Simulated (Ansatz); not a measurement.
# C₃H₈AlF: how energies converge with the basis set

One table from this session's results is given with a row withheld; the runs are named, their logs left out.

Method: one geometry, several basis sets; program: Ansatz 0.2.0, Gaussian basis.

The runs, in order: PBE0-D4/def2-SVP; ωB97M-V/def2-SVP; PBE0-D4/def2-QZVPP; ωB97M-V/def2-QZVPP; the functionals' def2-TZVPP values are taken from earlier runs.

### Structure used throughout

All runs share one geometry, relaxed beforehand with PBE0-D4 in a triple-zeta def2 set.

SMILES `C[CH2][Al]([CH3])[F]`, 13 atoms, charge 0, spin multiplicity 1.

Atoms are counted from 1 here; the program's logs count them from 0.

Bond lengths: C1–C2 1.529 Å, C1–H6 1.094 Å, C1–H7 1.094 Å, C1–H8 1.094 Å, C2–Al3 1.952 Å, C2–H9 1.098 Å, C2–H10 1.098 Å, Al3–C4 1.944 Å, Al3–F5 1.659 Å, C4–H11 1.092 Å, C4–H12 1.095 Å, C4–H13 1.095 Å. Angles: C2–C1–H6 112.1°, C2–C1–H7 111.8°, C2–C1–H8 111.8°, H6–C1–H7 107.0°, H6–C1–H8 107.0°, H7–C1–H8 106.7°, C1–C2–Al3 115.5°, C1–C2–H9 110.4°, C1–C2–H10 110.4°, Al3–C2–H9 107.9°, Al3–C2–H10 107.8°, H9–C2–H10 104.3°, C2–Al3–C4 125.5°, C2–Al3–F5 116.7°, C4–Al3–F5 117.8°, Al3–C4–H11 112.4°, Al3–C4–H12 110.9°, Al3–C4–H13 111.1° and more.

The first run:

The input, in.yaml:

```yaml
crystal:
  periodic: [false, false, false]
  atoms:
    - {symbol: C, position_ang: [-1.326986, 0.890505, 0.811409]}
    - {symbol: C, position_ang: [-0.270462, 1.327962, -0.203415]}
    - {symbol: Al, position_ang: [0.965766, -0.067259, -0.782706]}
    - {symbol: C, position_ang: [0.957784, -1.910356, -0.165145]}
    - {symbol: F, position_ang: [2.112758, 0.369350, -1.898902]}
    - {symbol: H, position_ang: [-1.988262, 1.713461, 1.098431]}
    - {symbol: H, position_ang: [-0.873902, 0.507856, 1.730278]}
    - {symbol: H, position_ang: [-1.961746, 0.091396, 0.418259]}
    - {symbol: H, position_ang: [-0.749431, 1.746203, -1.098009]}
    - {symbol: H, position_ang: [0.324549, 2.158240, 0.198330]}
    - {symbol: H, position_ang: [1.774152, -2.495594, -0.593551]}
    - {symbol: H, position_ang: [0.016376, -2.405773, -0.425685]}
    - {symbol: H, position_ang: [1.039905, -1.960991, 0.925505]}
basis:
  gaussian: {orbitals: def2-SVP}
hamiltonian: {xc: pbe0, dispersion: d4}
output: {orbitals: {seedname: orbitals}}
```

Among the steps run: PBE0-D4 in def2-SVP; ωB97M-V in def2-SVP; PBE0-D4 in def2-QZVPP; ωB97M-V in def2-QZVPP.

One table of the session follows, with a row left open; its other results are not shown here.

It belongs to the step «Density functionals: the series». 

```
functional       basis  HOMO (eV)  LUMO (eV)
   PBE0-D4    def2-SVP      -7.48      -0.17
   PBE0-D4  def2-TZVPP      -7.52      -0.29
   PBE0-D4  def2-QZVPP      -7.53      -0.36
   ωB97M-V    def2-SVP      -9.69       1.49
   ωB97M-V  def2-TZVPP          ?          ?
   ωB97M-V  def2-QZVPP      -9.74       0.86
```

Estimate the missing values for ωB97M-V, def2-TZVPP.

As computed: HOMO (eV): -9.73; LUMO (eV): 1.23. In the column «HOMO (eV)» it lies between ωB97M-V, def2-QZVPP (-9.74) and ωB97M-V, def2-SVP (-9.69).
